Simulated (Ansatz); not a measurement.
# LiPb (110): surface energy and levels, part 2 of 3

The task, for LiPb: find the bulk's equilibrium cell, then compute energy, relaxation and work function or band edges of the (110) face.

Ansatz 0.2.0; DFT PBEsol, scalar-relativistic, plane waves, PAW.

### 7 Single point on the unrelaxed (110) slab

A dipole layer in the vacuum cancels the field that periodic copies would set up if the slab's two faces differ.

input.yaml reads:

```yaml
crystal:
  lattice:
    - [3.5150948858, 0.0, 0.0]
    - [0.0, 4.9710948605, 0.0]
    - [0.0, 0.0, 24.942189721]
  atoms:
    - { symbol: Li, position: [0.5, 0.0, 0.3006953312] }
    - { symbol: Pb, position: [0.0, 0.5, 0.3006953312] }
    - { symbol: Li, position: [0.5, 0.5, 0.4003476656] }
    - { symbol: Pb, position: [0.0, 0.0, 0.4003476656] }
    - { symbol: Li, position: [0.5, 0.0, 0.5] }
    - { symbol: Pb, position: [0.0, 0.5, 0.5] }
    - { symbol: Li, position: [0.5, 0.5, 0.5996523344] }
    - { symbol: Pb, position: [0.0, 0.0, 0.5996523344] }
    - { symbol: Li, position: [0.5, 0.0, 0.6993046688] }
    - { symbol: Pb, position: [0.0, 0.5, 0.6993046688] }
basis:
  ecutwfc: 420
kpoints:
  mp_grid: { grid: [10, 7, 1] }
hamiltonian:
  xc: pbesol
scf:
  occupations: { method: gaussian, width: 0.1 }
output:
  forces: true
  eigenvalues: true
  write_density: true
  write_potential: true
  elf: true
  volumetric_format: npy
efield:
  axis: 3
  dipole_correction: true
  ramp_width: 0.04
```

Launch:

```console
$ ansatz run input.yaml --threads 2 --pin off --max-ram 5632MiB --backend cpu --events-out ev --progress --plain --runs-dir out
```

Standard output:

```text
Warning: RAYON_NUM_THREADS=2 ignored (pool sized by the plan → 2); use --threads N
Engine: ansatz 0.2.0, aarch64-unknown-linux-gnu
Pseudopotentials: kind: paw
Pseudopotential: Li, paw, valence charge 3, recommended cutoff 420 eV (normal), Li.paw.azcp
Pseudopotential: Pb, paw, valence charge 14, recommended cutoff 420 eV (normal), Pb.paw.azcp
Functional definition: PBEsol
  exchange = pbesol_x
  correlation = pbesol_c
Crystal: 10 atoms, lattice volume = 435.837 Å³
Basis set: ecut = 420 eV, 8521 PW (Γ), exchange–correlation on 48×72×360 points (8 copies of the dense FFT grid, shifted against one another)
Bands: 53, of which v1, the nominal top of the filled ones, is band 43 counted from 1 (42 counted from 0)
Symmetry: 4 space group operations
k-points: 24 of 70
Non-local potential: Li, projectors of the file, l = 0: 3, l = 1: 2, l = 2: 1
Non-local potential: Pb, projectors of the file, l = 0: 2, l = 1: 2, l = 2: 2, l = 3: 2
PAW form: soft (Blöchl's): semilocal exchange-correlation on the pseudo side does not see the compensation charge
PAW frozen core: Pb, regenerated for the run's functional, and the local potential with it (the file was generated under x = pbe(κ = 0.804, μ = 0.2195149727645171), c = pbe(β = 0.06672455060314922))
PAW one-centre angular grid: Li, 110 points (default); XC on 64 Gauss nodes
PAW one-centre angular grid: Pb, 590 points (default); XC on 64 Gauss nodes
Initial density: superposition of atomic densities (neutral atoms: chi_scale 0, normalization atom), corrected by the library's trained network
Initial wavefunctions: pseudopotential atomic-orbital guess
Functional: x = pbesol(κ = 0.804, μ = 0.12345679012345678), c = pbesol(β = 0.046)
SCF iter   1: F=—  HF=-59791.525291 eV  |F-HF|=—  |Δ(HF+E_count)|=         —  Δρ=1.92e-3  dr2=1.61e-1  ethr=1.77e-3  p=0.000 e·Å  D=6.93e-15 V/Å  ΔV_dip=-0.00 eV  dr2_dipole=4.33e-8  V_vac-E_F(+/−)=3.98/3.98 eV  ⟨swp⟩=11.9  Hψ=6352  notcnv=0  defer=6
efield: sawtooth ramp at fractional position 0.9800 (placed from the atoms, in the widest stretch of the axis that holds none; the zero of the levels goes with the place), width 0.0400; the density the first Hamiltonian is built on has a dipole p = 0.000 e·Å; the dipole correction subtracts the counter field D = 6.93e-15 V/Å, which shifts the + side's vacuum level by -0.00 eV against the − side's; the planar-averaged density in the ramp window peaks in size at 4.6e-6 e/Å³
preconditioner: auto → LDOS  [metal: Δε(μ)=0.008 eV  Ē_g=15.084 eV  σ=0.100 eV  W_gap=0.05  n_scr=60 (ndim 8)  ℏωp=15.4 eV  f_vac=0.447  D(μ)=4.14/eV (n_scr^D=16)  β→1.0]
SCF iter   2: F=—  HF=-59791.510059 eV  |F-HF|=—  |Δ(HF+E_count)|=   1.52e-2  Δρ=7.58e-4  dr2=2.88e-3  ethr=1.90e-4  p=-0.000 e·Å  D=-4.26e-6 V/Å  ΔV_dip=0.00 eV  dr2_dipole=2.96e-8  V_vac-E_F(+/−)=3.83/3.83 eV  ⟨swp⟩=2.3  Hψ=2229  notcnv=0  defer=53
SCF iter   3: F=—  HF=-59791.509584 eV  |F-HF|=—  |Δ(HF+E_count)|=   4.76e-4  Δρ=3.25e-4  dr2=5.95e-4  ethr=3.39e-6  p=-0.000 e·Å  D=-1.57e-6 V/Å  ΔV_dip=0.00 eV  dr2_dipole=1.55e-10  V_vac-E_F(+/−)=3.81/3.81 eV  ⟨swp⟩=2.2  Hψ=2235  notcnv=0  defer=53
SCF iter   4: F=—  HF=-59791.509417 eV  |F-HF|=—  |Δ(HF+E_count)|=   1.66e-4  Δρ=5.84e-5  dr2=3.07e-5  ethr=7.00e-7  p=-0.000 e·Å  D=-5.60e-7 V/Å  ΔV_dip=0.00 eV  dr2_dipole=4.64e-12  V_vac-E_F(+/−)=3.81/3.81 eV  ⟨swp⟩=2.0  Hψ=2089  notcnv=0  defer=53
SCF iter   5: F=—  HF=-59791.509424 eV  |F-HF|=—  |Δ(HF+E_count)|=   6.67e-6  Δρ=2.73e-5  dr2=4.35e-6  ethr=3.61e-8  p=-0.000 e·Å  D=-2.62e-7 V/Å  ΔV_dip=0.00 eV  dr2_dipole=3.05e-12  V_vac-E_F(+/−)=3.80/3.80 eV  ⟨swp⟩=2.0  Hψ=2103  notcnv=0  defer=53
SCF iter   6: F=—  HF=-59791.509424 eV  |F-HF|=—  |Δ(HF+E_count)|=   3.98e-8  Δρ=5.47e-6  dr2=2.09e-7  ethr=5.12e-9  p=-0.000 e·Å  D=-7.36e-8 V/Å  ΔV_dip=0.00 eV  dr2_dipole=2.45e-12  V_vac-E_F(+/−)=3.80/3.80 eV  ⟨swp⟩=2.0  Hψ=2091  notcnv=0  defer=53
SCF iter   7: F=-59791.509424 eV  HF=-59791.509424 eV  |F-HF|=4.76e-9  |Δ(HF+E_count)|=   1.03e-7  Δρ=1.19e-6  dr2=1.02e-8  ethr=1.18e-10  p=-0.000 e·Å  D=-1.76e-8 V/Å  ΔV_dip=0.00 eV  dr2_dipole=1.89e-14  V_vac-E_F(+/−)=3.80/3.80 eV  ⟨swp⟩=19.4  Hψ=11153  notcnv=0
SCF 1 converged in 7 iterations: F = -59791.509424 eV  dr2 = 1.02e-8
WARN: The output density's exchange-correlation potential varies sharply where the density is thin. Do not read a vacuum level from v_tot or v_xc, or from such a field of the output density. On a cell that repeats whose density bears no net charge and no dipole along the vacuum's axis use v_es (v_loc + v_h of the components); under efield.dipole_correction with no amplitude use v_es + v_field, which holds any external_charges[].barrier, or the levels of the report's work_function block, which leave it out; under a non-zero efield.amplitude the vacuum is tilted and has no level; on a cell that repeats and bears such a dipole with no correction it is tilted too, and efield.dipole_correction with no amplitude gives each side of its ramp a level where efield: is served; in a cell that repeats whose density bears a net charge (total_charge, or a fill off its count) it is curved and has none; of a slab under crystal.periodic whose density bears no net charge use v_es, which has a level on each side, short of where the two are joined; of another it falls or rises all the way out and has none; of a slab beside external_charges read slab_vacuum_level instead, which it has where they leave it neutral. The grid or the basis barely resolves most such structure, and the values can differ between equally converged runs; as a rule a tighter scf.convergence.dr2_threshold does not remove it. Where the density itself ripples (under the LDA too) a higher basis.ecutwfc lessens it. The files hold the spikes' plane waves up to the density's cutoff. Files: v_tot_of_output_density and the like, and their columns of v_z.tsv (output.write_potential); v_xc_of_output_density and the like, and their columns of v_comp_z.tsv (output.write_potential_components). Measured: with its Gaussian average of σ = 0.25 Å subtracted twice, the exchange-correlation potential is over 0.1 eV at 1266 of the grid points where the equally averaged density (valence and model cores) is under 1e-3 e/Å³, and 1.57 eV at the most among them, at an averaged density of 6.7e-8 e/Å³. The input density's (outcome.potential() and, of a run that writes arrays, v_tot and v_xc) is over 0.1 eV, so measured, at 5 points of its own thin density, 0.162 eV at the most. See output.write_potential in the manual, Limitations
SCF converged after 7 iterations
Free energy (F): -59791.509424 eV
Harris-Foulkes:  -59791.509424 eV  (|F-HF|=4.76e-9)
Internal energy: -59791.488959 eV  (E = F + TS)
E sigma→0 (E₀):  -59791.499191 eV
Entropy (-TS):   -0.020465 eV (-2.047 meV/atom)
Fermi energy:    2.284346 eV
Dipole field:    D = -0.000000 V/Å  (p = -0.000000 e·Å, saw-weighted, corrected)
Work function:   Φ+ = 3.8004 eV   Φ− = 3.8004 eV
Levels:          The Fermi level and band energies are counted from a zero that moves with the ramp; work functions are not
--- Per-component energies (eV) ---
  E_band       = -1208.371111
  E_kinetic    = 1558.843653
  E_local      = -46436.420449  (includes V_loc(G=0)·N_el)
  E_nonlocal   = 1591.623157
  E_hartree    = 22277.652368
  E_xc         = -1145.157560
  E_vxc        = -729.329610  (∫ρ·V_xc dr)
  E_paw        = -51383.658079  (= ΣΔE_a)
  E_vpaw       = -1748.381806  (= ΣTr[D̂ρ^β])
  E_aug_tail   = 0.000306  (compensation charges beyond the density's cutoff)
  E_efield     = 0.000000  (sawtooth field / dipole correction)
  E_vefield    = 0.000000  (∫n·V_field dr)
  E_ewald      = 13745.317061
  E_core_change = 0.310583  (= ΣΔE_core)
  E_smearing   = -0.020465  (= −TS)
  E_closure    = 0.000000  (closes the sum)
  Σ components = -59791.509424   (vs F -59791.509424, Δ=0.00e0)
--- Forces (eV/Å), atoms counted from 1 ---
  atom   1  Li     0.00000000     0.00000000     0.01185866
  atom   2  Pb     0.00000000     0.00000000     0.07195468
  atom   3  Li     0.00000000     0.00000000     0.05024730
  atom   4  Pb     0.00000000     0.00000000    -0.16978071
  atom   5  Li     0.00000000     0.00000000    -0.00000002
  atom   6  Pb     0.00000000     0.00000000    -0.00000000
  atom   7  Li     0.00000000     0.00000000    -0.05024733
  atom   8  Pb     0.00000000     0.00000000     0.16978069
  atom   9  Li     0.00000000     0.00000000    -0.01185855
  atom  10  Pb     0.00000000     0.00000000    -0.07195464
  max |Σ_I F_I| component: 8.15e-8 eV/Å
--- Band table (eV; the first three rows and the last of 24) ---
  k-point 0: bands = ["-43.9679", "-43.9679", "-43.7224", "-43.6382", "-43.6382", "-14.5842", "-14.5670", "-14.5483", "-14.4907", "-14.4770", "-14.4555", "-14.4514", "-14.4253", "-14.4233", "-14.4042", "-14.4028", "-14.3992", "-14.3966", "-14.3425", "-14.3260", "-14.3085", "-14.3007", "-14.2979", "-14.2951", "-14.2740", "-14.2732", "-14.2609", "-14.2606", "-14.2522", "-14.1958", "-8.1498", "-7.6650", "-6.8799", "-6.0225", "-5.2883", "-0.3036", "-0.1648", "0.3714", "0.6300", "1.4215", "1.4919", "2.4200", "2.6902", "3.5663", "3.9604", "4.8069", "4.9882", "5.4491", "5.5144", "5.5593", "6.1437", "6.2550", "6.4587"]
  k-point 1: bands = ["-43.9679", "-43.9679", "-43.7224", "-43.6382", "-43.6382", "-14.5822", "-14.5729", "-14.5319", "-14.4899", "-14.4823", "-14.4515", "-14.4388", "-14.4257", "-14.4197", "-14.4048", "-14.4048", "-14.3986", "-14.3977", "-14.3424", "-14.3229", "-14.3102", "-14.3026", "-14.2998", "-14.2953", "-14.2734", "-14.2731", "-14.2610", "-14.2608", "-14.2592", "-14.2127", "-8.0495", "-7.5787", "-6.8319", "-6.0680", "-5.4937", "-0.5671", "-0.5396", "0.2970", "0.3315", "1.4522", "1.5612", "2.5724", "2.9602", "3.7835", "4.2423", "4.9469", "5.2560", "5.5609", "5.5774", "5.8319", "6.2314", "6.4485", "6.5621"]
  k-point 2: bands = ["-43.9679", "-43.9679", "-43.7224", "-43.6382", "-43.6382", "-14.5793", "-14.5761", "-14.5067", "-14.4999", "-14.4617", "-14.4415", "-14.4375", "-14.4214", "-14.4076", "-14.4071", "-14.3992", "-14.3989", "-14.3941", "-14.3454", "-14.3174", "-14.3141", "-14.3127", "-14.2982", "-14.2953", "-14.2784", "-14.2729", "-14.2721", "-14.2614", "-14.2610", "-14.2578", "-7.7539", "-7.3342", "-6.7182", "-6.2321", "-6.0142", "-1.1014", "-0.9574", "-0.1584", "0.1445", "1.0633", "1.7607", "2.6724", "3.3673", "4.2275", "4.9147", "5.3589", "5.8512", "5.9488", "6.1726", "6.2606", "6.6317", "6.8340", "6.9516"]
  k-point 23: bands = ["-43.9666", "-43.9666", "-43.7211", "-43.6369", "-43.6369", "-14.5113", "-14.5111", "-14.4969", "-14.4969", "-14.4557", "-14.4412", "-14.4283", "-14.4212", "-14.4085", "-14.3885", "-14.3847", "-14.3587", "-14.3583", "-14.3566", "-14.3510", "-14.3493", "-14.3455", "-14.3128", "-14.3124", "-14.3050", "-14.2492", "-14.2162", "-14.1897", "-14.1609", "-14.1513", "-5.6537", "-5.3085", "-5.0226", "-4.8771", "-4.8361", "-0.8407", "-0.6569", "-0.3797", "-0.1013", "-0.0992", "-0.0932", "0.0346", "0.9935", "1.3359", "2.4565", "3.6223", "4.7729", "4.8791", "5.0408", "5.3517", "5.4378", "5.7974", "6.2675"]
```

It took 46 s on 2 threads of Arm Neoverse V1, shared host; peak memory 0.81 GiB.

From the log: work function 3.80 eV.

Density in a lattice plane of the grid's cell (edges 3.52 and 24.94 Å, at 0.000 of the third edge), which holds Li and Pb.

Ten even steps from ' ' (0.00 e/Å³) to '@' (10.38 e/Å³):
```
            
            
            
            
            
      %%    
            
@@--      --
            
      %%    
            
@@--      --
            
      %%    
            
            
            
            
            
            
```
Columns run along the first of these edges and rows up along the second, over one cell in 6 and 20 even steps from the bottom left corner. Atoms in the plane (fractional): Li at (0.50, 0.30), Pb at (0.00, 0.40), Li at (0.50, 0.50), Pb at (0.00, 0.60), Li at (0.50, 0.70).

ELF in the same plane.

Ten even steps from '0' (0.00) to '9' (1.00):
```
000000
000000
000000
000000
110001
312921
332123
013331
333233
212921
333233
013331
332123
312921
110001
000000
000000
000000
000000
000000
```
Columns run along the first of these edges and rows up along the second, over one cell in 6 and 20 even steps from the bottom left corner. Atoms in the plane (fractional): Li at (0.50, 0.30), Pb at (0.00, 0.40), Li at (0.50, 0.50), Pb at (0.00, 0.60), Li at (0.50, 0.70).

Both are smooth fields of the valence electrons: close to the nuclei they are not physical.

The highest ELF values outside the cores: 0.50 beside Pb, off the lines to its neighbours, 1.6 Å from Pb.

[end of part 2 of 3]
